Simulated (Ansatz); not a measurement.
# BBrH4SiSn: how energies converge with the basis set

One table from this session's results is given with a row withheld; the runs are named, their logs left out.

Computed with Ansatz 0.2.0, Gaussian basis. Level: one geometry, several basis sets.

The runs, in order: PBE0-D4/def2-SVP; ωB97M-V/def2-SVP; PBE0-D4/def2-QZVPP; ωB97M-V/def2-QZVPP; the functionals' def2-TZVPP values are taken from earlier runs.

### Structure used throughout

All runs share one geometry, relaxed beforehand with PBE0-D4 in a triple-zeta def2 set. Sn takes the def2 core potential; no spin-orbit term is included.

SMILES `Br[B]1[SiH2][SnH2]1`, 8 atoms, charge 0, spin multiplicity 1.

Atoms are counted from 1 here; the program's logs count them from 0.

Bond lengths: Br1–B2 1.910 Å, B2–Si3 1.893 Å, B2–Sn4 2.159 Å, Si3–Sn4 2.808 Å, Si3–H5 1.483 Å, Si3–H6 1.486 Å, Sn4–H7 1.702 Å, Sn4–H8 1.708 Å. Angles: Br1–B2–Si3 131.3°, Br1–B2–Sn4 124.4°, Si3–B2–Sn4 87.5°, B2–Si3–Sn4 50.2°, B2–Si3–H5 117.4°, B2–Si3–H6 129.2°, Sn4–Si3–H5 85.7°, Sn4–Si3–H6 145.5°, H5–Si3–H6 112.5°, B2–Sn4–Si3 42.3°, B2–Sn4–H7 128.0°, B2–Sn4–H8 122.8°, Si3–Sn4–H7 97.7°, Si3–Sn4–H8 136.3°, H7–Sn4–H8 109.1°.

The first run:

in.yaml

```yaml
crystal:
  periodic: [false, false, false]
  atoms:
    - {symbol: Br, position_ang: [0.010194, -0.366304, 2.941478]}
    - {symbol: B, position_ang: [0.478461, -0.034261, 1.120231]}
    - {symbol: Si, position_ang: [0.086666, 1.419683, -0.026516]}
    - {symbol: Sn, position_ang: [-0.018029, -1.342324, -0.523970]}
    - {symbol: H, position_ang: [0.841738, 1.506323, -1.299964]}
    - {symbol: H, position_ang: [-0.707229, 2.645991, 0.247921]}
    - {symbol: H, position_ang: [0.593828, -1.310109, -2.111498]}
    - {symbol: H, position_ang: [-1.193328, -2.575999, -0.403384]}
basis:
  gaussian: {orbitals: def2-SVP}
hamiltonian: {xc: pbe0, dispersion: d4}
output: {orbitals: {seedname: orbitals}}
```

On the command line:

```
$ ansatz run in.yaml --threads 4 --pin off --events-out ev --progress --plain --max-ram 10444MiB
```

Among the steps run: PBE0-D4 in def2-SVP; ωB97M-V in def2-SVP; PBE0-D4 in def2-QZVPP; ωB97M-V in def2-QZVPP.

One table of the session follows, with a row left open; its other results are not shown here.

It belongs to the step «Density functionals: the series». 

| functional | basis | HOMO (eV) | LUMO (eV) |
| --- | --- | --- | --- |
| PBE0-D4 | def2-SVP | -6.32 | -1.99 |
| PBE0-D4 | def2-TZVPP | -6.36 | -2.06 |
| PBE0-D4 | def2-QZVPP | -6.37 | -2.08 |
| ωB97M-V | def2-SVP | ? | ? |
| ωB97M-V | def2-TZVPP | -8.14 | -0.38 |
| ωB97M-V | def2-QZVPP | -8.15 | -0.43 |

Estimate the missing values for ωB97M-V, def2-SVP.

**Answer.** HOMO (eV): -8.06; LUMO (eV): -0.21. In the column «HOMO (eV)» it lies between ωB97M-V, def2-TZVPP (-8.14) and PBE0-D4, def2-QZVPP (-6.37).
